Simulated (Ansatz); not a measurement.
# C2H4BO: the cost of one run

Program: Ansatz 0.2.0. Level of theory: RKS BHLYP/6-31G. These are calculated values, not measurements.

## (1) Starting point

Bond lengths: B1–C2 1.593 Å, C2–C3 1.263 Å, C3–O4 1.217 Å, B1–H5 1.162 Å, B1–H6 1.161 Å, C2–H7 1.079 Å, O4–H8 0.981 Å. Angles: B1–C2–C3 115.3°, B1–C2–H7 118.1°, C3–C2–H7 126.6°, C2–B1–H5 120.3°, C2–B1–H6 116.0°, H5–B1–H6 123.7°, C2–C3–O4 171.5°, C3–O4–H8 122.7°.

Structure file:

```xyz
8

B    -0.5143    1.1942   -0.5608
C     0.2594    0.3954    0.5793
C     0.2668   -0.8611    0.4492
O     0.1013   -2.0547    0.2761
H    -0.9434    0.6320   -1.4823
H    -0.6079    2.3408   -0.4038
H     0.7100    0.9614    1.3797
H     0.7282   -2.6079   -0.2373
```

## (2) Preparing the start

The input, input.yaml:

```yaml
crystal:
  periodic: [false, false, false]
  atoms:
    - { symbol: B, position_ang: [-0.51433, 1.19417, -0.56085] }
    - { symbol: C, position_ang: [0.25935, 0.39542, 0.57925] }
    - { symbol: C, position_ang: [0.26684, -0.86108, 0.44922] }
    - { symbol: O, position_ang: [0.10125, -2.0547, 0.2761] }
    - { symbol: H, position_ang: [-0.94336, 0.63199, -1.48225] }
    - { symbol: H, position_ang: [-0.60791, 2.34078, -0.40381] }
    - { symbol: H, position_ang: [0.70997, 0.96135, 1.37966] }
    - { symbol: H, position_ang: [0.72819, -2.60794, -0.23732] }
total_charge: 1
basis:
  gaussian: { orbitals: "6-31G" }
hamiltonian:
  xc: { name: BHLYP }
relax:
  f_tol: 0.02
  max_steps: 40
scf:
  lower_state_search: "off"
```

Run with:

```sh
$ ansatz run input.yaml --threads 1 --pin off --max-ram 2048MiB --backend cpu --events-out ev --progress --plain --runs-dir out
```

What time and memory should one allow on 1 thread of Arm Neoverse V1, shared host?

About 12 s, with a peak of 0.12 GiB.
